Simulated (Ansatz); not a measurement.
# Ca, space group Pm-3m: a supercell folding check

With Ansatz 0.2.0, Python API.

Run as a notebook:

```python
from dataclasses import dataclass

import ansatz as az
from ase import Atoms
```

```python
@dataclass
class RunConfig:
    occupations: str = "gaussian"
```

```python
cfg = RunConfig()
```

```python
atoms = Atoms(
    ["Ca"],
    scaled_positions=[
        [0.0, 0.0, 0.0],
    ],
    cell=[
        [2.615, 0.0, 0.0],
        [0.0, 2.615, 0.0],
        [0.0, 0.0, 2.615],
    ],
    pbc=True,
)
xtal = az.Crystal.from_ase(atoms)
```

```python
# the mesh shrinks as the cell grows, so that all cells sample the same points
mesh = (8, 8, 8)
rows = []
for repeats in [(1, 1, 1), (1, 1, 2)]:
    model = xtal.supercell(*repeats).calculation()
    model = model.functional(az.Functional.R2SCAN)
    model = model.accuracy("low")
    model = model.occupations(cfg.occupations)
    model = model.eigensolver("auto", full_accuracy=True)
    model = model.kpoints(*(k // n for k, n in zip(mesh, repeats)))
    data = model.run(threads=1).report
    n = len(data["lattice"]["sites"])
    rows.append((repeats, n, data["free_energy_ev"] / n, data["fermi_energy_ev"], data["n_kpoints"], data["n_symmetry_ops"]))
for row in rows:
    print("; ".join(f"{name} = {round(v, 4) if isinstance(v, float) else v}" for name, v in zip(["repeats", "atoms", "F/atom eV", "Fermi level eV", "k-points", "symmetry operations"], row)))
```

    DeckWarning: basis.ecutwfc = 500 eV, auto-derived from the records' recommended cutoffs: set by Ca (their level for a meta-GGA)
    repeats = (1, 1, 1); atoms = 1; F/atom eV = -1819.5979; Fermi level eV = 13.7319; k-points = 35; symmetry operations = 48
    repeats = (1, 1, 2); atoms = 2; F/atom eV = -1819.5979; Fermi level eV = 13.7319; k-points = 45; symmetry operations = 32

Caveats:
- These settings explore the input space; cutoff and mesh may be short of convergence.
- The mesh is modest for a metal, so energies can be off by several to tens of meV an atom and pressures by half a GPa or more; differences at equal mesh fare better.
- This isn't the structure that Ca takes at ambient conditions.
- Warnings are shown shortened and without file and line.
- The count of operations in a supercell holds its pure translations too, and an uneven repeat can lower the point group.
- It ran for 2.7 s on 1 thread of Intel(R) Xeon(R) 6975P-C (Granite Rapids) (shared host), peak memory 0.38 GiB.

(Lines on the test bed's own set-up are left out of the output.)
